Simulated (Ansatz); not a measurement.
# CH4AlFOSe: a ladder of functionals and wavefunction methods

How much do the methods differ for CH4AlFOSe? The plan is to run it at one geometry with functionals of several rungs and with coupled cluster, and see how far each lands from CCSD(T) at the basis-set limit for the atomisation energy.

The runs use Ansatz 0.2.0, Gaussian basis; functionals in def2-TZVPP, the program's frozen cores in correlated methods.

The runs, in order: LDA (SPW92), PBE-D4, revPBE-D4, BLYP-D4, r2SCAN-D4, B97M-V, PBE0-D4, B3LYP-D4, r2SCANh-D4, r2SCAN0-D4, HSE06-D4, BHLYP-D4, CAM-B3LYP-D4, LC-ωPBE, ωB97X-V, ωB97M-V, B2PLYP, PBE-QIDH; CCSD(T)/def2-SVP; CCSD(T)/def2-TZVPP; MP2/def2-QZVPP; extrapolation to the limit; RPA on PBE.

## 1. Structure used throughout

The geometry comes from an earlier relaxation with PBE0-D4 in a triple-zeta def2 set; it is a stationary point, not always the lowest conformer.

SMILES `[OH][Al]([F])[CH2][SeH]`, 9 atoms, charge 0, spin multiplicity 1.

Atoms are counted from 1 here; the program's logs count them from 0.

Bond lengths: O1–Al2 1.691 Å, O1–H6 0.955 Å, Al2–F3 1.652 Å, Al2–C4 1.923 Å, C4–Se5 2.005 Å, C4–H7 1.090 Å, C4–H8 1.086 Å, Se5–H9 1.470 Å. Angles: Al2–O1–H6 123.5°, O1–Al2–F3 120.7°, O1–Al2–C4 119.5°, F3–Al2–C4 119.7°, Al2–C4–Se5 88.4°, Al2–C4–H7 115.7°, Al2–C4–H8 125.0°, Se5–C4–H7 103.9°, Se5–C4–H8 109.0°, H7–C4–H8 110.0°, C4–Se5–H9 94.9°.

Geometry (Å):

```xyz
9
CH4AlFOSe
O    -0.8476    0.5040    1.7233
Al    0.4919    0.1701    0.7467
F     1.9898    0.7395    1.1474
C     0.2855   -0.9751   -0.7840
Se   -0.1835    0.6480   -1.8641
H    -0.8293    1.1251    2.4487
H     1.2105   -1.3316   -1.2366
H    -0.4976   -1.7179   -0.9046
H    -1.5310    0.7917   -1.2940
```

## 2. LDA

This LDA is Slater exchange with PW92 correlation.

File in.yaml:

```yaml
crystal:
  periodic: [false, false, false]
  atoms:
    - {symbol: O, position_ang: [-0.847630, 0.503978, 1.723339]}
    - {symbol: Al, position_ang: [0.491879, 0.170094, 0.746741]}
    - {symbol: F, position_ang: [1.989773, 0.739546, 1.147436]}
    - {symbol: C, position_ang: [0.285528, -0.975123, -0.783977]}
    - {symbol: Se, position_ang: [-0.183527, 0.647959, -1.864051]}
    - {symbol: H, position_ang: [-0.829338, 1.125087, 2.448711]}
    - {symbol: H, position_ang: [1.210536, -1.331595, -1.236589]}
    - {symbol: H, position_ang: [-0.497587, -1.717942, -0.904634]}
    - {symbol: H, position_ang: [-1.531036, 0.791695, -1.293979]}
basis:
  gaussian: {orbitals: def2-TZVPP}
hamiltonian: {xc: lda}
output: {orbitals: {seedname: orbitals}}
```

The runs that follow: PBE-D4 (GGA); revPBE-D4 (GGA); BLYP-D4 (GGA); r2SCAN-D4 (meta-GGA); B97M-V (meta-GGA); PBE0-D4 (hybrid); B3LYP-D4 (hybrid); r2SCANh-D4 (hybrid); r2SCAN0-D4 (hybrid); HSE06-D4 (hybrid); BHLYP-D4 (hybrid); CAM-B3LYP-D4 (range-separated); LC-ωPBE (range-separated); ωB97X-V (range-separated); ωB97M-V (range-separated); B2PLYP (double hybrid); PBE-QIDH (double hybrid); CCSD(T) in def2-SVP; CCSD(T) in def2-TZVPP; MP2 in def2-QZVPP; RPA on PBE orbitals.

Q: Predict the results of all the runs planned. Wanted: atomisation energy, CCSD(T)/CBS; farthest beyond LDA; mean size of error, GGA; mean size of error, meta-GGA; mean size of error, hybrid; mean size of error, range-separated; mean size of error, double hybrid; gap, smallest and largest; T1 diagnostic.

**Answer**, as computed:

| quantity | value |
| --- | --- |
| atomisation energy, CCSD(T)/CBS | 3301.7 kJ/mol |
| functionals within 33.0 kJ/mol (1.0 %) | PBE-D4, r2SCAN-D4, B97M-V, CAM-B3LYP-D4, ωB97X-V, ωB97M-V |
| farthest beyond LDA | BHLYP-D4 (-160.0 kJ/mol) |
| mean size of error, GGA | 44.5 kJ/mol |
| mean size of error, meta-GGA | 16.7 kJ/mol |
| mean size of error, hybrid | 71.2 kJ/mol |
| mean size of error, range-separated | 32.7 kJ/mol |
| mean size of error, double hybrid | 62.3 kJ/mol |
| gap, smallest and largest | 4.15 eV (BLYP-D4), 11.04 eV (LC-ωPBE) |
| T1 diagnostic | 0.0110 |
| triples share of the correlation energy | 3.5 % |

**Reading.** LDA overbinds by 458.8 kJ/mol (14 %). PBE-D4 misses by +23.9 kJ/mol. Double hybrids carry the basis error of their MP2 part in triple zeta, and no dispersion term here, so their miss is partly the set-up's. The rungs meta-GGA, range-separated miss on average by less than the doubt on the reference (33.0 kJ/mol), so they tie. The reference freezes the cores and leaves out relativity and excitations past (T), and its outer-core shells are covered unevenly, so misses under about 33.0 kJ/mol can't be ranked. All levels share the lack of spin-orbit coupling, which lowers the free heavy atoms and so the true binding. Hartree-Fock recovers 71 % of the binding; the rest is correlation. CCSD(T) in def2-SVP is off by -241.0 kJ/mol, worse than the median functional, from the basis alone. The gap grows from 4.1 to 11.0 eV across the functionals, mostly with the share of exact exchange. Correlated methods include outer-core shells of Se, which these sets cover unevenly.
